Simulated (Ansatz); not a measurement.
**SnH+ (singlet): the correlation ladder at distance Sn1–H2 = 3.233 Å, def2-TZVPP**

How much of the correlation energy of SnH+ (singlet) does each wave-function method recover here?

The runs use Ansatz 0.2.0, Gaussian basis; def2-TZVPP, core rule «outside noble gas», up to 9 orbitals frozen.

Plan: UHF; CCSD(T) on RHF; CCSD(T) on UHF; BCCD(T) on RHF; CISD; CCSDT(Q) on RHF; CCSDT(Q) on UHF; CASSCF and MRCISD+Q, 2 electrons in 2 orbitals; CASSCF and NEVPT2, 2 electrons in 2 orbitals; CASSCF and MRCISD+Q, 4 electrons in 5 orbitals; CASSCF and NEVPT4(SD), 4 electrons in 5 orbitals; CASSCF and NEVPT2, 4 electrons in 5 orbitals; Full CI.

17 further runs of the same task are left out: 15 that didn't finish, 2 set aside as unsound or not needed.

### Step 1. What is computed

The geometry derives from a PBE0/def2-TZVP stationary point (not a proven minimum). One bond is set to the value named and the two fragments are kept rigid. No spin-orbit coupling is included. Elements past krypton take def2 core potentials.

2 atoms, charge 1, spin multiplicity 1.

Atoms are counted from 1 here; the program's logs count them from 0.

No contacts short enough for the rule that draws bonds.

### Step 2. UHF

in.yaml reads:

```yaml
crystal:
  periodic: [false, false, false]
  atoms:
    - {symbol: Sn, position_ang: [0.000000, 0.000000, 0.000000]}
    - {symbol: H, position_ang: [0.000000, 0.000000, 3.233000]}
basis:
  gaussian: {orbitals: def2-TZVPP}
total_charge: 1
magnetization: {spin_polarized: true, initial_magnetization: 0}
hamiltonian: {xc: hf}
output: {orbitals: {seedname: orbitals}}
```

The run is started by

```console
$ ansatz run in.yaml --threads 1 --pin off --events-out ev --progress --plain --max-ram 2393MiB
```

After this run come: CCSD(T) on RHF; CCSD(T) on UHF; BCCD(T) on RHF; CISD; CCSDT(Q) on RHF; CCSDT(Q) on UHF; CASSCF and MRCISD+Q, 2 electrons in 2 orbitals; CASSCF and NEVPT2, 2 electrons in 2 orbitals; CASSCF and MRCISD+Q, 4 electrons in 5 orbitals; CASSCF and NEVPT4(SD), 4 electrons in 5 orbitals; CASSCF and NEVPT2, 4 electrons in 5 orbitals; Full CI.

**Question.** What will the summary of the whole plan be? Wanted: FCI below the RHF energy; RMP2 from FCI; UMP2 from FCI; RCCSD from FCI; RCCSD(T) from FCI; UCCSD(T) from FCI; RCCSDT(Q) from FCI; UCCSDT(Q) from FCI; NEVPT2 pair from FCI.

**Answer**, as computed:

```
                         quantity                                                                                                          value
         FCI below the RHF energy                                                                                                     -3.4682 eV
                    RMP2 from FCI                                                                                                  +131.1 kJ/mol
                    UMP2 from FCI                                                                                                   +54.8 kJ/mol
                   RCCSD from FCI                                                                                                   +15.4 kJ/mol
                RCCSD(T) from FCI                                                                                                    +0.7 kJ/mol
                UCCSD(T) from FCI                                                                                                   +10.2 kJ/mol
               RCCSDT(Q) from FCI                                                                                                     0.0 kJ/mol
               UCCSDT(Q) from FCI                                                                                                    +0.6 kJ/mol
             NEVPT2 pair from FCI                                                                                                   +32.3 kJ/mol
          NEVPT2 valence from FCI                                                                                                   +17.9 kJ/mol
      NEVPT4(SD) valence from FCI                                                                                                    +2.4 kJ/mol
levels within 1 kcal/mol (43 meV)  RCCSD(T), BCCD(T), RCCSDT, UCCSDT, RCCSDT(Q), UCCSDT(Q), NEVPT4(SD) valence, MRCISD valence, MRCISD+Q valence
                    T1 diagnostic                                                                                                          0.053
   effectively unpaired electrons                                                                                                           1.14
```

RCCSD(T) lands +0.7 kJ/mol from the yardstick (0.2 % of the correlation energy). CCSD(T) misses by +0.7 kJ/mol on the restricted determinant and by +10.2 kJ/mol on the unrestricted one; the two need not hold the same state or core. The occupations show strong static correlation (1.1 unpaired electrons where one determinant has 0). Coupled cluster on one determinant still stays close here. Of the multireference levels listed MRCISD+Q valence comes nearest in total energy (-0.1 kJ/mol), which doesn't show that its space is the better one. These misses are within one basis, not against nature.
